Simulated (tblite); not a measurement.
# C2H12SSi3: the cost of one run

Programs: tblite 0.8.0 and PySCF 2.14.0, with density-fitted response routines of our own. Each step states its level of theory. These are calculated values for one molecule, in the gas phase or a continuum, unless marked as measured. Atoms count from 0, in the outputs and in this text.

## 1. Starting geometry

18 atoms, charge 0, multiplicity 1; geometry from: force field or distance geometry start.

Bonds of the start (Å): C0–S1 1.81, S1–Si2 2.10, Si2–C3 1.86, C3–Si4 1.86, C3–Si5 1.85, C0–H6 1.12, C0–H7 1.11, C0–H8 1.10, Si2–H9 1.45, Si2–H10 1.49, C3–H11 1.13, Si4–H12 1.48, Si4–H13 1.46, Si4–H14 1.47, Si5–H15 1.47, Si5–H16 1.46, Si5–H17 1.48.

## 2. Optimising the geometry with GFN2-xTB

What the job is given:

```
{"job": {"kind": "relax", "xc": "GFN2-xTB", "basis": "xTB"}, "charge": 0, "multiplicity": 1}
C      3.506700     0.250200    -0.034700
S      2.004800     0.796100     0.818900
Si     0.349000     1.080000    -0.448800
C     -0.979400    -0.116400     0.068100
Si    -2.701200     0.569800    -0.063000
Si    -0.906000    -1.735300    -0.832700
H      4.332500     0.984000     0.130500
H      3.793800    -0.720000     0.433300
H      3.353000     0.041700    -1.101100
H      0.651300     1.010900    -1.869300
H     -0.263100     2.419400    -0.234800
H     -0.835000    -0.324500     1.167200
H     -2.727100     2.040000     0.123600
H     -3.281400     0.250100    -1.367200
H     -3.544600     0.046600     1.027500
H     -2.128100    -2.489100    -0.496700
H     -0.856100    -1.558200    -2.281800
H      0.222000    -2.539200    -0.315400
```

The run is started by

```sh
> OMP_NUM_THREADS=1 python probes_run.py task.json out
```

The driver reads the jobs from task.json and runs them one after another.

**Question.** How long does this first job take on 1 thread of Arm Neoverse N1, shared host, and how much memory does it need?

About 3.5 s, with a peak of 0.18 GiB.
